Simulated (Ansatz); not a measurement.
**Molecular dynamics of Al5HO8**

Input file:

```yaml
crystal:
  lattice:
    - [5.570808, 0.0, 0.0]
    - [-2.785404, 4.824461, 0.0]
    - [0.0, 0.0, 8.750307]
  atoms:
    - { symbol: Al, position: [0.1657044, 0.3314088, 0.3657808] }
    - { symbol: Al, position: [0.6685912, 0.8342956, 0.3657808] }
    - { symbol: Al, position: [0.1657044, 0.8342956, 0.3657808] }
    - { symbol: Al, position: [0.8342956, 0.6685912, 0.8657808] }
    - { symbol: Al, position: [0.3314088, 0.1657044, 0.8657808] }
    - { symbol: Al, position: [0.8342956, 0.1657044, 0.8657808] }
    - { symbol: Al, position: [0.6666667, 0.3333333, 0.1583662] }
    - { symbol: Al, position: [0.3333333, 0.6666667, 0.6583662] }
    - { symbol: Al, position: [0.3333333, 0.6666667, 0.0481131] }
    - { symbol: Al, position: [0.6666667, 0.3333333, 0.5481132] }
    - { symbol: H, position: [0.0, 0.0, 0.0971055] }
    - { symbol: H, position: [0.0, 0.0, 0.5971055] }
    - { symbol: O, position: [0.0, 0.0, 0.9850547] }
    - { symbol: O, position: [0.0, 0.0, 0.4850547] }
    - { symbol: O, position: [0.5144431, 0.0288861, 0.0010842] }
    - { symbol: O, position: [0.9711139, 0.4855569, 0.0010842] }
    - { symbol: O, position: [0.5144431, 0.4855569, 0.0010842] }
    - { symbol: O, position: [0.4855569, 0.9711139, 0.5010842] }
    - { symbol: O, position: [0.0288861, 0.5144431, 0.5010842] }
    - { symbol: O, position: [0.4855569, 0.5144431, 0.5010842] }
    - { symbol: O, position: [0.834048, 0.165952, 0.2626528] }
    - { symbol: O, position: [0.834048, 0.668096, 0.2626528] }
    - { symbol: O, position: [0.331904, 0.165952, 0.2626528] }
    - { symbol: O, position: [0.165952, 0.834048, 0.7626528] }
    - { symbol: O, position: [0.165952, 0.331904, 0.7626528] }
    - { symbol: O, position: [0.668096, 0.834048, 0.7626528] }
    - { symbol: O, position: [0.3333333, 0.6666667, 0.2548711] }
    - { symbol: O, position: [0.6666667, 0.3333333, 0.7548711] }
basis:
  ecutwfc: 420.0
kpoints:
  mp_grid: { grid: [2, 2, 1] }
hamiltonian:
  xc: pbesol
scf:
  occupations: { method: fermi_dirac, width: 0.05 }
  lower_state_search: "off"
md:
  timestep: 0.5
  n_steps: 270
  ensemble: nvt_langevin
  temperature: 900.0
  initial_velocities: maxwell_boltzmann
  seed: 251264
  friction: 0.05
```

Launched with:

```bash
$ ansatz run input.yaml --threads 1 --pin off --max-ram 3072MiB --backend cpu --events-out ev --progress --plain --runs-dir out
```

It starts from an unrelaxed structure (largest force component 0.58 eV/Å).

Output, in part (step lines):

```
md step     0: t =     0.00 fs  T =   867.9 K  F+E_penalty+E_count = -14289.67022241 eV  E_kin = 3.141018 eV  (8 SCF iters)
md step     1: t =     0.50 fs  T =   869.3 K  F+E_penalty+E_count = -14289.67240265 eV  E_kin = 3.146333 eV  (7 SCF iters)
md step     2: t =     1.00 fs  T =   900.1 K  F+E_penalty+E_count = -14289.65201896 eV  E_kin = 3.257712 eV  (7 SCF iters)
md step     3: t =     1.50 fs  T =   881.7 K  F+E_penalty+E_count = -14289.60855487 eV  E_kin = 3.191201 eV  (7 SCF iters)
md step     4: t =     2.00 fs  T =   853.7 K  F+E_penalty+E_count = -14289.54866755 eV  E_kin = 3.089780 eV  (7 SCF iters)
md step     5: t =     2.50 fs  T =   798.0 K  F+E_penalty+E_count = -14289.47938403 eV  E_kin = 2.888021 eV  (5 SCF iters)
md step     6: t =     3.00 fs  T =   840.4 K  F+E_penalty+E_count = -14289.40365673 eV  E_kin = 3.041700 eV  (5 SCF iters)
md step     7: t =     3.50 fs  T =   869.7 K  F+E_penalty+E_count = -14289.32002960 eV  E_kin = 3.147662 eV  (6 SCF iters)
[... lines left out ...]
md step   270: t =   135.00 fs  T =   872.3 K  F+E_penalty+E_count = -14287.05549413 eV  E_kin = 3.157254 eV  (7 SCF iters)
```

The steps, from the saved trajectory:

```csv
time (fs),T (K),potential energy less start (eV)
0.0,868,0.000
4.5,838,0.532
9.0,687,1.494
13.5,540,2.095
18.0,665,2.334
22.5,644,2.764
27.0,650,2.871
31.5,860,2.904
36.0,1048,2.912
40.5,1051,3.264
45.0,835,3.845
49.5,981,4.025
54.0,980,3.798
58.5,1063,3.537
63.0,948,3.628
67.5,1054,3.122
72.0,1000,2.927
76.5,781,3.323
81.0,774,3.711
85.5,824,3.666
90.0,985,3.280
94.5,953,3.485
99.0,911,3.592
103.5,820,3.869
108.0,745,3.565
112.5,983,2.860
117.0,886,2.610
121.5,963,2.654
126.0,677,2.835
130.5,824,2.745
135.0,872,2.615
```

The run went to its last step. A run of 0.14 ps of so small a system gives no equilibrium averages. Limits of this set-up: coarse k mesh.

Mean squared displacements from the first frame to the last, about the centre of mass: Al 0.01 Å², H 0.05 Å², O 0.02 Å².

Last frame:

```xyz
28
Lattice="5.5708 0.0000 0.0000 -2.7854 4.8245 0.0000 0.0000 0.0000 8.7503" Properties=species:S:1:pos:R:3
Al 0.160 1.659 3.321
Al 1.468 4.029 3.260
Al -1.379 4.001 3.284
Al 2.717 3.144 7.556
Al 1.339 0.670 7.619
Al 4.119 0.748 7.568
Al 2.868 1.625 1.605
Al 0.015 3.202 5.863
Al -0.038 3.242 0.412
Al 2.832 1.603 4.824
H 0.038 0.174 0.789
H 0.162 0.052 5.433
O 0.004 0.024 8.586
O 0.148 0.031 4.451
O 2.723 0.198 0.162
O 4.051 2.379 0.052
O 1.495 2.286 0.082
O 0.116 4.717 4.507
O -1.285 2.450 4.457
O 1.366 2.428 4.365
O 4.405 0.837 2.356
O 2.853 3.303 2.335
O 1.386 0.835 2.195
O -1.408 3.832 6.741
O -0.076 1.612 6.678
O 1.342 3.905 6.623
O 0.090 3.296 2.277
O 2.867 1.516 6.582
```

The run took 14 min on 1 thread of Arm Neoverse V2, on a shared host, peak memory 0.52 GiB.
